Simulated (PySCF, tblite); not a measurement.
# C4H10FNSi: geometry, infrared bands and NMR shifts

Wanted: the infrared bands and NMR shifts of C4H10FNSi (`C[C@@H]1C[Si@@H](CF)N1`), by calculation.

Programs: tblite 0.8.0 and PySCF 2.14.0, with density-fitted response routines of our own. Each step states its level of theory. These are calculated values for one molecule in the gas phase, unless marked as measured. Atoms are numbered from 0 throughout.

### 1 The starting structure

17 atoms, charge 0, multiplicity 1; geometry from: force field or distance geometry start.

Bonds of the start (Å): C0–C1 1.49, C1–C2 1.52, C2–Si3 1.85, Si3–C4 1.83, C4–F5 1.39, Si3–N6 1.77, N6–C1 1.46, C0–H7 1.12, C0–H8 1.12, C0–H9 1.10, C1–H10 1.10, C2–H11 1.11, C2–H12 1.09, Si3–H13 1.47, C4–H14 1.12, C4–H15 1.12, N6–H16 1.04.

### 2 Relaxing the molecule with GFN2-xTB

The job: settings as JSON, then the geometry in Å.

```
{"job": {"kind": "relax", "xc": "GFN2-xTB", "basis": "xTB"}, "charge": 0, "multiplicity": 1}
C     -2.319900     0.301500     0.237100
C     -0.841100     0.194200     0.127400
C     -0.287300    -1.191100    -0.162600
Si     1.211100    -0.609100     0.750800
C      2.324600     0.544700    -0.141200
F      2.686600     1.601800     0.678000
N     -0.264300     0.071100     1.460000
H     -2.627200    -0.136900     1.222600
H     -2.556500     1.390800     0.345600
H     -2.882700    -0.127000    -0.608000
H     -0.344400     0.932800    -0.519800
H     -0.871800    -1.974600     0.357200
H     -0.075200    -1.391900    -1.217600
H      1.882700    -1.624900     1.571100
H      1.838200     1.013800    -1.040100
H      3.292400     0.071100    -0.432100
H     -0.172100     0.945600     2.011200
```

On the command line:

```bash
$ OMP_NUM_THREADS=1 python probes_run.py task.json out
```

This one command runs all jobs of the session in turn.

**Question.** This job is followed by: GFN2-xTB harmonic vibrations, gas phase; GIAO PBE0/pcSseg-1 NMR shielding, non-relativistic, gas phase. What will the session give for the following? strongest single infrared mode (GFN2-xTB); zero-point energy (GFN2-xTB); ¹³C shifts against TMS (PBE0/pcSseg-1); ¹H shifts against TMS (PBE0/pcSseg-1, means over atoms taken as alike); ²⁹Si shifts against TMS (PBE0/pcSseg-1); ¹⁹F shifts against CFCl3 (PBE0/pcSseg-1); ¹⁵N shifts against NH3 (PBE0/pcSseg-1).

The runs gave:

| quantity | value |
| --- | --- |
| strongest single infrared mode (GFN2-xTB) | 2210 cm⁻¹, 333 km/mol |
| zero-point energy (GFN2-xTB) | 85.1 kcal/mol |
| ¹³C shifts against TMS (PBE0/pcSseg-1) | 84.8, 55.8, 30.9, 20.8 ppm |
| ¹H shifts against TMS (PBE0/pcSseg-1, means over atoms taken as alike) | 5.98, 5.06, 4.71, 4.01, 1.80, 1.29, 0.83, 0.63 ppm |
| ²⁹Si shifts against TMS (PBE0/pcSseg-1) | -0.4 ppm |
| ¹⁹F shifts against CFCl3 (PBE0/pcSseg-1) | -310.4 ppm |
| ¹⁵N shifts against NH3 (PBE0/pcSseg-1) | 59.7 ppm |

**Reading.** Over 125 steps the energy fell by 1.344 eV; of the close pairs, Si3–C4 changed most, 1.835 to 1.913 Å. No mode is imaginary among the 45: a minimum at this level. The strongest single mode, at 2210 cm⁻¹, moves mainly H13. Unscaled tight-binding wavenumbers are off by several per cent, some by more. Its intensities can rank the bands wrongly. The most deshielded carbon is C4 (sp3 CH2 bonded to F and Si), at 84.8 ppm: deshielded by the electronegative neighbour. At PBE0/pcSseg-1: The widest tensor belongs to C4: span 102 ppm, with a paramagnetic part of -149 ppm.
